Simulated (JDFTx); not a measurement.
**BiTe: equation of state with PBEsol**

Crystal: BiTe.

```xyz
2
Lattice="2.4227 1.3988 3.3173 -2.4227 1.3988 3.3173 0.0000 -2.7975 3.3173" Properties=species:S:1:pos:R:3 pbc="T T T"
Bi    0.0000    0.0000    4.9759
Te    0.0000    0.0000    0.0000
```

The cell comes from a database or a generator and needn't be the stable form of this composition.

| Item | Value |
| --- | --- |
| Program | JDFTx 1.7.0 (patched build) |
| Task | equation of state |
| Functional | PBEsol |
| Potentials or basis | PseudoDojo-SR-PBEsol-0.4.1-standard with smoothed tails |
| Cutoff | 1088 eV |
| Density cutoff | 8708 eV |
| k mesh | 7 × 7 × 7 |
| Occupations | fermi-dirac, width 0.05 eV |
| Spin | no spin polarisation |
| Local potential set to -Z/r beyond | 6 bohr |
| Bands | 22 |
| Density cutoff over wavefunction cutoff | 8 |
| Max SCF steps | 100 |
| SCF threshold on the energy | 1e-09 Ha |
| Solver of the electrons | scf |

```
Equilibrium volume                        : 32.23 Å³/atom
Bulk modulus at fixed shape and positions : 55 GPa
Pressure derivative of the bulk modulus   : 4.6
```

Energy against volume, from the lowest point:
| volume (Å³/atom) | energy (meV/atom) |
| --- | --- |
| 31.701 | 1.42 |
| 32.376 | 0.00 |
| 33.050 | 3.31 |
| 33.725 | 10.83 |
| 34.399 | 22.10 |
| 35.074 | 36.70 |
| 35.748 | 54.28 |

Caveat: the cell was scaled at fixed shape and fractional positions, which overstates the stiffness of a crystal with free parameters, most of all of layers and chains.
